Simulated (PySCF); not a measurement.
# C2H2BrF (1,1-Bromofluoroethene): the cost of one run

Programs: PySCF 2.14.0, with routines of our own; each step states its level. All values are computed. Atoms count from 0.

### 1 The starting structure

6 atoms, charge 0, multiplicity 1; geometry from: GFN2-xTB.

### 2 Geometry optimisation at PBE0-D3(BJ)/def2-SVP

Job settings and geometry (Å):

```
{"job": {"xc": "PBE0", "basis": "def2-SVP", "d3": "d3bj", "grid": 1, "maxiter": 30, "shake": 0.01, "kind": "geom"}, "charge": 0, "multiplicity": 1}
C     -0.720460    -0.245720    -0.110380
C      0.461170     0.259050     0.082300
F      0.688820     1.551310     0.291920
Br     2.091980    -0.756360     0.097880
H     -1.599240     0.425090    -0.118850
H     -0.898110    -1.263380    -0.287540
```

The run is started by

```bash
$ OMP_NUM_THREADS=1 python heavy_run.py task.json out
```

This one command runs all jobs of the session in turn.

**Question.** How long does this first job take on 1 thread of Arm Neoverse N1, shared host, and how much memory does it need?

About 32 s, with a peak of 0.36 GiB.
